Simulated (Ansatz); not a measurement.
CH6BFGe, SMILES B[CH](F)[GeH3], a ladder of methods at one geometry

Program: the Python package of Ansatz (0.2.0).

Input file `ch6bfge.xyz`:
```text
10

B    -0.54800    1.19690   -0.76700
C     0.59380    0.25310   -0.43260
F     0.97330   -0.40050   -1.58990
Ge    0.07860   -1.03640    0.88130
H    -1.00250    1.31200   -1.90260
H    -1.07570    1.92770    0.06700
H     1.47400    0.83910   -0.01400
H     1.21390   -1.98760    1.21650
H    -0.44590   -0.29420    2.21330
H    -1.17830   -1.86130    0.33110
```

Script `methods.py`:
```python
"""CH6BFGe at several levels of theory."""

import warnings

import ansatz


def main() -> None:
    warnings.simplefilter("ignore", ansatz.DeckWarning)

    geometry = ansatz.Crystal.molecule_from_extxyz("ch6bfge.xyz")

    job = geometry.calculation().basis(gaussian="def2-SVP")

    methods = ["mp2", "ccsd", "ccsd_t"]
    reports = [job.correlation(m).run(threads=1, pin="off").report for m in methods]
    print(f"Hartree-Fock reference {reports[0]['reference_energy_ev'] / 27.211386246:.6f} Ha")
    best = reports[-1]["free_energy_ev"] - reports[-1]["reference_energy_ev"]
    for method, each in zip(methods, reports):
        gained = each["free_energy_ev"] - each["reference_energy_ev"]
        print(f"{method:8s} total {each['free_energy_ev'] / 27.211386246:.6f} Ha  correlation {gained:9.4f} eV  ({100 * gained / best:.1f} % of the last)")


if __name__ == "__main__":
    main()
```

```console
$ python methods.py
Hartree-Fock reference -2240.403651 Ha
mp2      total -2241.044585 Ha  correlation  -17.4407 eV  (91.8 % of the last)
ccsd     total -2241.084795 Ha  correlation  -18.5349 eV  (97.6 % of the last)
ccsd_t   total -2241.101844 Ha  correlation  -18.9988 eV  (100.0 % of the last)
```

The settings weren't tested for convergence. The geometry is a force-field or estimated start, not a minimum of this method, and the basis set is short of its limit. A lower total doesn't mark the better method: functionals have no common bound, and MP2 and coupled cluster aren't variational. Inner cores stay frozen; a filled d shell under the valence of the heavier atoms is correlated with it. Timing: 28 s on 1 thread of Arm Neoverse V2 (shared host), peak memory 0.53 GiB.

(Lines on the test bed's own set-up are left out of the output.)
